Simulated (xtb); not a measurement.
# C2H8OSn (Sn(OEt)H3) at GFN0-xTB

Aim: the electronic atomisation energy of C2H8OSn (Sn(OEt)H3) at GFN0-xTB, from 5 runs. 

Program for the calculation: xtb 6.7.1.

11 further runs of the same task are left out: 11 set aside as unsound or not needed.

### Step 1. The molecule

The species is C2H8OSn (12 atoms), meant as a singlet with charge 0. As SMILES, `[H][Sn]([H])([H])[O]CC`. Geometry: a GFN2-xTB relaxation, a rough one for these elements and not checked as a minimum. This is one conformer, not always the lowest.

Bond lengths: Sn1–O2 1.950 Å, O2–C3 1.403 Å, C3–C4 1.519 Å, C3–H5 1.097 Å, C3–H6 1.097 Å, C4–H7 1.087 Å, C4–H8 1.087 Å, C4–H9 1.086 Å, Sn1–H10 1.646 Å, Sn1–H11 1.674 Å, Sn1–H12 1.674 Å. Some angles: Sn1–O2–C3 128.2°, O2–C3–C4 108.2°, O2–Sn1–H10 97.6°, O2–Sn1–H11 110.1°, O2–Sn1–H12 109.8°, O2–C3–H5 110.6°, O2–C3–H6 110.9°, C4–C3–H5 109.8°, C4–C3–H6 109.7°, C3–C4–H7 110.1°.

### Step 2. Energy and forces at GFN0-xTB

File coord:

```
$coord
      1.538369346274     -0.158377946505     -4.041160420251  sn
      1.071493609924     -0.012793445864     -0.388111951476  o
     -1.202187068703      0.111134793389      0.968201179952  c
     -0.577500303686      0.080313360297      3.770362666592  c
     -2.237114478116      1.845978964841      0.500040429837  h
     -2.426502830326     -1.497418981153      0.506767854841  h
     -2.300401406029      0.220814497663      4.878384682505  h
      0.399299130133     -1.662618838968      4.243323321063  h
      0.654695615877      1.660029914178      4.217471867679  h
      4.648669574796     -0.210496593022     -4.058867154039  h
      0.255339793959      2.393300342316     -5.402349045080  h
      0.175839015896     -2.769828272648     -5.194101226146  h
$end
```

Launch:

```sh
$ xtb coord --grad --gfn 0 > xtb.out
```

The log of the run:

```text
* xtb version 6.7.1
[...]
          :  # basis functions                  38          :
[...]
          :  # electrons                        26          :
[...]
 Zeroth order Hamiltonian       ...        0 min,  0.000 sec ( 11.571%)
[...]
         ::                     SUMMARY                     ::
         :::::::::::::::::::::::::::::::::::::::::::::::::::::
         :: total energy             -14.349712318296 Eh    ::
         :: gradient norm              0.027165987158 Eh/a0 ::
         :: HOMO-LUMO gap              6.354863825455 eV    ::
         ::.................................................::
         :: H0 energy                -14.426286686904 Eh    ::
         :: repulsion energy           0.138568651516 Eh    ::
         :: electrostat energy        -0.046922526278 Eh    ::
         :: -> Gsolv                   0.000000000000 Eh    ::
         ::    -> Gsasa                0.000000000000 Eh    ::
         ::    -> Gshift               0.000000000000 Eh    ::
         :: dispersion energy         -0.002663876346 Eh    ::
         :: short-range corr.         -0.012407880283 Eh    ::
         :: add. restraining           0.000000000000 Eh    ::
         :: total charge              -0.000000000000 e     ::
         :::::::::::::::::::::::::::::::::::::::::::::::::::::
[...]
        13        2.0000           -0.4177387             -11.3672 (HOMO)
        14                         -0.1842018              -5.0124 (LUMO)
[...]
          | TOTAL ENERGY              -14.349712318296 Eh   |
          | GRADIENT NORM               0.027165987158 Eh/α |
          | HOMO-LUMO GAP               6.354863825455 eV   |
           -------------------------------------------------
[...]
```

Standard error:

```text
normal termination of xtb
```

Run time: 0.043 s. Hardware: 1 thread of Intel Xeon Platinum 8259CL at 2.50GHz (Skylake/Cascade Lake), shared host.

### Step 3. The C atom: the energy at GFN0-xTB

File input.inp:

```
$chrg 0
$spin 2
$end
```

File in.coord:

```
$coord angs
     0.0000000     0.0000000     0.0000000  C
$end
```

Run the same way, it converges to -1.87986 Eh (log not shown).

### Step 4. The H atom: a single-point energy at GFN0-xTB

File xtb.inp:

```
$chrg 0
$spin 1
$end
```

File struc.xyz:

```xyz
1

H      0.00000     0.00000     0.00000
```

Launch:

```sh
$ xtb struc.xyz -I xtb.inp --sp --gfn 0 > xtb.out
```

The log of the run:

```text
* xtb version 6.7.1
[...]
          :  # basis functions                   2          :
[...]
          :  # electrons                         1          :
[...]
 Zeroth order Hamiltonian       ...        0 min,  0.000 sec ( 18.165%)
[...]
         ::                     SUMMARY                     ::
         :::::::::::::::::::::::::::::::::::::::::::::::::::::
         :: total energy              -0.438138811313 Eh    ::
         :: gradient norm              0.000000000000 Eh/a0 ::
         :: HOMO-LUMO gap              9.116254400000 eV    ::
         ::.................................................::
         :: H0 energy                 -0.438138811313 Eh    ::
         :: repulsion energy           0.000000000000 Eh    ::
         :: electrostat energy        -0.000000000000 Eh    ::
         :: -> Gsolv                   0.000000000000 Eh    ::
         ::    -> Gsasa                0.000000000000 Eh    ::
         ::    -> Gshift               0.000000000000 Eh    ::
         :: dispersion energy          0.000000000000 Eh    ::
         :: short-range corr.          0.000000000000 Eh    ::
         :: add. restraining           0.000000000000 Eh    ::
         :: total charge              -0.000000000000 e     ::
         :::::::::::::::::::::::::::::::::::::::::::::::::::::
[...]
         1        1.0000           -0.4381388             -11.9224 (HOMO)
         2                         -0.1031226              -2.8061 (LUMO)
[...]
          | TOTAL ENERGY               -0.438138811313 Eh   |
          | GRADIENT NORM               0.000000000000 Eh/α |
          | HOMO-LUMO GAP               9.116254400000 eV   |
           -------------------------------------------------
[...]
```

Standard error:

```text
normal termination of xtb
```

Wall time 0.038 s (1 thread of Intel Xeon Platinum 8259CL at 2.50GHz (Skylake/Cascade Lake), shared host).

### Step 5. The O atom: the energy at GFN0-xTB

File xtb.inp:

```
$chrg 0
$spin 2
$end
```

File geom.xyz:

```xyz
1
start
O      0.000000     0.000000     0.000000
```

Launch:

```sh
$ xtb geom.xyz --gfn 0 -I xtb.inp --sp | tee out.txt
```

The log of the run:

```text
* xtb version 6.7.1
[...]
          :  # basis functions                   4          :
[...]
          :  # electrons                         6          :
[...]
 Zeroth order Hamiltonian       ...        0 min,  0.000 sec ( 18.705%)
[...]
         ::                     SUMMARY                     ::
         :::::::::::::::::::::::::::::::::::::::::::::::::::::
         :: total energy              -3.060335726782 Eh    ::
         :: gradient norm              0.000000000000 Eh/a0 ::
         :: HOMO-LUMO gap              0.000000000000 eV    ::
         ::.................................................::
         :: H0 energy                 -3.060335726782 Eh    ::
         :: repulsion energy           0.000000000000 Eh    ::
         :: electrostat energy         0.000000000000 Eh    ::
         :: -> Gsolv                   0.000000000000 Eh    ::
         ::    -> Gsasa                0.000000000000 Eh    ::
         ::    -> Gshift               0.000000000000 Eh    ::
         :: dispersion energy          0.000000000000 Eh    ::
         :: short-range corr.          0.000000000000 Eh    ::
         :: add. restraining           0.000000000000 Eh    ::
         :: total charge               0.000000000000 e     ::
         :::::::::::::::::::::::::::::::::::::::::::::::::::::
[...]
         4        1.3333           -0.4351133             -11.8400 (HOMO)
      -------------------------------------------------------------
[...]
          | TOTAL ENERGY               -3.060335726782 Eh   |
          | GRADIENT NORM               0.000000000000 Eh/α |
          | HOMO-LUMO GAP              11.840036300000 eV   |
           -------------------------------------------------
[...]
```

Standard error:

```text
normal termination of xtb
```

Wall time 0.039 s (1 thread of Intel Xeon Platinum 8259CL at 2.50GHz (Skylake/Cascade Lake), shared host).

### Step 6. The Sn atom: a single-point energy at GFN0-xTB

File coord:

```
$coord
      0.000000000000      0.000000000000      0.000000000000  sn
$end
```

Launch:

```sh
$ xtb coord --uhf 2 --gfn 0 --parallel 1 | tee xtb.out
```

The log of the run:

```text
* xtb version 6.7.1
[...]
          :  # basis functions                  10          :
[...]
          :  # electrons                         4          :
[...]
 Zeroth order Hamiltonian       ...        0 min,  0.000 sec ( 19.556%)
[...]
         ::                     SUMMARY                     ::
         :::::::::::::::::::::::::::::::::::::::::::::::::::::
         :: total energy              -2.164097245896 Eh    ::
         :: gradient norm              0.000000000000 Eh/a0 ::
         :: HOMO-LUMO gap              0.000000000000 eV    ::
         ::.................................................::
         :: H0 energy                 -2.164097245896 Eh    ::
         :: repulsion energy           0.000000000000 Eh    ::
         :: electrostat energy         0.000000000000 Eh    ::
         :: -> Gsolv                   0.000000000000 Eh    ::
         ::    -> Gsasa                0.000000000000 Eh    ::
         ::    -> Gshift               0.000000000000 Eh    ::
         :: dispersion energy          0.000000000000 Eh    ::
         :: short-range corr.          0.000000000000 Eh    ::
         :: add. restraining           0.000000000000 Eh    ::
         :: total charge               0.000000000000 e     ::
         :::::::::::::::::::::::::::::::::::::::::::::::::::::
[...]
         3        0.6667           -0.3244267              -8.8281 (HOMO)
         4        0.6667           -0.3244267              -8.8281 (LUMO)
[...]
          | TOTAL ENERGY               -2.164097245896 Eh   |
          | GRADIENT NORM               0.000000000000 Eh/α |
          | HOMO-LUMO GAP               0.000000000000 eV   |
           -------------------------------------------------
[...]
```

Standard error:

```text
normal termination of xtb
```

Run time: 0.038 s. Hardware: 1 thread of Intel Xeon Platinum 8259CL at 2.50GHz (Skylake/Cascade Lake), shared host.

### Step 7. Results

Level: GFN0-xTB.

| quantity | value |
| --- | --- |
| molecule: total energy | -14.34971 Eh |
| molecule: dipole moment | 1.54 D |
| molecule: HOMO energy | -11.37 eV |
| molecule: LUMO energy | -5.01 eV |
| molecule: HOMO–LUMO gap | 6.35 eV |
| molecule: dispersion energy | -6.99 kJ/mol |
| molecule: largest force on an atom | 0.856 eV/Å |
| molecule: mean polarisability (D4 model) | 74.6 bohr³ |
| C atom: total energy | -1.87986 Eh |
| C atom: dipole moment | 0.00 D |
| C atom: HOMO energy (partly filled) | -9.80 eV |
| C atom: LUMO energy | -9.80 eV |
| C atom: mean polarisability (D4 model) | 12.3 bohr³ |
| H atom: total energy | -0.43814 Eh |
| H atom: dipole moment | 0.00 D |
| H atom: HOMO energy (partly filled) | -11.92 eV |
| H atom: mean polarisability (D4 model) | 5.0 bohr³ |
| O atom: total energy | -3.06034 Eh |
| O atom: dipole moment | 0.00 D |
| O atom: HOMO energy (partly filled) | -11.84 eV |
| O atom: mean polarisability (D4 model) | 5.2 bohr³ |
| Sn atom: total energy | -2.16410 Eh |
| Sn atom: dipole moment | 0.00 D |
| Sn atom: HOMO energy (partly filled) | -8.83 eV |
| Sn atom: LUMO energy | -8.83 eV |
| Sn atom: mean polarisability (D4 model) | 57.3 bohr³ |
| electronic atomisation energy | 50.625 eV |

What this shows: The method runs without spin polarisation, so open shells lack the exchange term that lowers high spin: such energies come out too high. The largest force (molecule) is 0.86 eV/Å: the shape isn't a stationary point for this species at this level. Taking the molecule apart into free atoms costs 50.63 eV (1167 kcal/mol), before zero-point energy and without spin-orbit coupling. Tight-binding and semi-empirical models aren't fitted to free atoms, so this value can be far from the true one.
